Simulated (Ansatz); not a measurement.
# The cluster Ti₂H₂O₅: inputs that go wrong

Aim: try 1 input for the cluster Ti₂H₂O₅ as typed, read how each ends, and find what has to change.

Method: the settings change from run to run; program: Ansatz 0.2.0, Gaussian basis.

2 further runs of the same task are left out: 2 set aside as unsound or not needed. Runs told in other sessions of the task aren't counted.

### Step 1. The molecule

The structure was relaxed beforehand with PBE-D4/def2-SVP.

9 atoms, charge 0, spin multiplicity 1.

Atoms are counted from 1 here; the program's logs count them from 0.

Bond lengths: Ti1–O3 1.739 Å, Ti1–O4 1.812 Å, Ti1–O6 1.853 Å, Ti1–O7 2.022 Å, Ti2–O3 2.027 Å, Ti2–O5 1.812 Å, Ti2–O6 1.848 Å, Ti2–O7 1.741 Å, O4–H9 0.971 Å, O5–H8 0.971 Å. Angles: O3–Ti1–O4 125.2°, O3–Ti1–O6 87.6°, O3–Ti1–O7 82.3°, O4–Ti1–O6 127.3°, O4–Ti1–O7 137.5°, O6–Ti1–O7 79.7°, O3–Ti2–O5 137.9°, O3–Ti2–O6 79.7°, O3–Ti2–O7 82.2°, O5–Ti2–O6 127.0°, O5–Ti2–O7 125.1°, O6–Ti2–O7 87.6°, Ti1–O3–Ti2 79.3°, Ti1–O4–H9 143.1°, Ti2–O5–H8 143.2°, Ti1–O6–Ti2 81.4°, Ti1–O7–Ti2 79.4°.

Coordinates:

```mol
H2O5Ti2
  3D, bonds by distance, orders not assigned

  9 10  0  0  0  0  0  0  0  0999 V2000
   -0.4390    1.0205    0.4691 Ti  0  0
    0.4454   -1.0224   -0.4620 Ti  0  0
    0.9748    0.9326   -0.5404 O   0  0
   -1.0593    2.5236    1.2689 O   0  0
    1.0785   -2.6120   -1.0578 O   0  0
    0.1510   -0.5296    1.2950 O   0  0
   -1.1236   -0.3659   -0.8338 O   0  0
    0.8343   -3.4095   -1.5548 H   0  0
   -0.8621    3.4628    1.4158 H   0  0
  1  3  8  0
  1  4  8  0
  1  6  8  0
  1  7  8  0
  2  3  8  0
  2  5  8  0
  2  6  8  0
  2  7  8  0
  4  9  8  0
  5  8  8  0
M  END
```

### Step 2. Attempt 1

The input, in.yaml:

```yaml
crystal:
  periodic: [false, false, false]
  atoms:
    - {symbol: Ti, position_ang: [-0.461586, 0.987666, 0.531496]}
    - {symbol: Ti, position_ang: [0.511556, -1.031605, -0.454819]}
    - {symbol: O, position_ang: [0.982741, 0.963558, -0.508078]}
    - {symbol: O, position_ang: [-1.044802, 2.520415, 1.295166]}
    - {symbol: O, position_ang: [1.052497, -2.574313, -1.008733]}
    - {symbol: O, position_ang: [0.139142, -0.533571, 1.323597]}
    - {symbol: O, position_ang: [-1.073230, -0.365487, -0.791756]}
    - {symbol: H, position_ang: [0.867075, -3.421772, -1.554605]}
    - {symbol: H, position_ang: [-0.800725, 3.423095, 1.396031]}
basis:
  gaussian: {orbitals: pcseg-2, point_charges: [{charge: 2.00, position_ang: [3.786, 0.773, 0.116]}]}
hamiltonian: {xc: {name: HF}}
correlation: {active_space: {window: {electrons: 3, orbitals: 2}}}
scf: {omitted_lower_state_checks: [starts]}
output: {forces: true}
```

On the command line:

```sh
$ ansatz run in.yaml --threads 4 --pin off --events-out ev --progress --plain --max-ram 4787MiB
```

Before running them: what should the planned runs give, taken together?

As calculated:

| attempt | level | ended | cause | time |
| --- | --- | --- | --- | --- |
| 1 | HF/pcseg-2 | stopped by an error | the active space doesn't fit the electrons | 6 s |

1 stopped by an error.
